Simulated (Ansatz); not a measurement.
Working through a test of the smearing width of YbSn, space group P4/mmm

Computed with the Ansatz DFT code, driven from Python.

The cells in order, each with its output:

**Cell 1**
```python
import warnings

import ansatz as az
```

**Cell 2**
```python
warnings.simplefilter("ignore", az.DeckWarning)
```

**Cell 3**
```python
cell = (
    az.Lattice.from_parameters(3.50725, 3.50725, 4.4, alpha=90, beta=90, gamma=90)
    .space_group(123, hermann_mauguin="P4/mmm")
    .atom("Yb", [0.5, 0.5, 0.5])
    .atom("Sn", [0.0, 0.0, 0.0])
)
```

**Cell 4**
```python
cell.resolved().tree()["lattice"]
```
Output:
```text
((3.50725, 0.0, 0.0), (2.1475712431547772e-16, 3.50725, 0.0),
 (2.6942229581241775e-16, 2.6942229581241775e-16, 4.4))
```

**Cell 5**
```python
setup = (
    cell.calculation()
    .scf(max_iterations=150)
    .pseudopotentials("paw")
    .basis(420, density_ratio=6)  # plane waves up to this kinetic energy
    .functional("lda")
    .accuracy("medium")  # preset for grids and thresholds
    .kpoints(4, 4, 3, center="gamma")
    .stress()
)

rows = []
for value in [0.3, 0.2, 0.1, 0.05]:
    summary = setup.occupations("fermi_dirac", width=value).run(threads=1, backend="cpu").report
    rows.append((value, summary["free_energy_ev"] / len(summary["lattice"]["sites"]), summary["n_iterations"], sum(summary["stress_gpa"][i][i] for i in range(3)) / 3, summary["n_kpoints"]))
```

**Cell 6**
```python
print("  width (eV)   F/atom (eV)    iterations       P (GPa)      k-points")
for row in rows:
    print(f"{str(row[0]):>12s}  {row[1]:12.5f}  {row[2]:12d}  {row[3]:12.3f}  {row[4]:12d}")
```
Output:
```text
  width (eV)   F/atom (eV)    iterations       P (GPa)      k-points
         0.3   -9720.91984             9        -4.649            12
         0.2   -9720.79648             9        -4.848            12
         0.1   -9720.71679             8        -5.083            12
        0.05   -9720.69944             8        -5.221            12
```

**Cell 7**
```python
# differences from the last row
for row in rows[:-1]:
    shift = 1000 * (row[1] - rows[-1][1])
    print(f"{row[0]}: {shift:+.2f} meV/atom" + ("  (within 1 meV)" if abs(shift) < 1 else ""))
```
Output:
```text
0.3: -220.40 meV/atom
0.2: -97.03 meV/atom
0.1: -17.35 meV/atom
```

Going from 0.05 to 0.3 eV changes F by -220.4 meV an atom. With this scheme F falls roughly as the square of the width; the report's estimate for zero width (energy_sigma0_ev) moves by only -13.8 meV. The pressure moves from -5.22 to -4.65 GPa.

Notes:
- Semilocal functionals put the nearly full 4f shell of Yb too close to the Fermi level.
- For a metal this k-point mesh is coarse: on a finer one energies can move by several to tens of meV an atom and pressures by half a GPa or more, differences at one mesh by less.
- A Fermi-Dirac width this large means warm electrons, whose thermal share enters the free energy.
- The narrowest width needs the finest mesh, so the last row is no converged reference.
- Pressure is positive in compression.
- The starting cell is as deposited in a crystallographic database; the results hold for this polymorph, which needn't be the stable one.
- Run time: 4.9 s on 1 thread of Intel(R) Xeon(R) Processor @ 2.30GHz (shared host), peak memory 0.51 GiB.
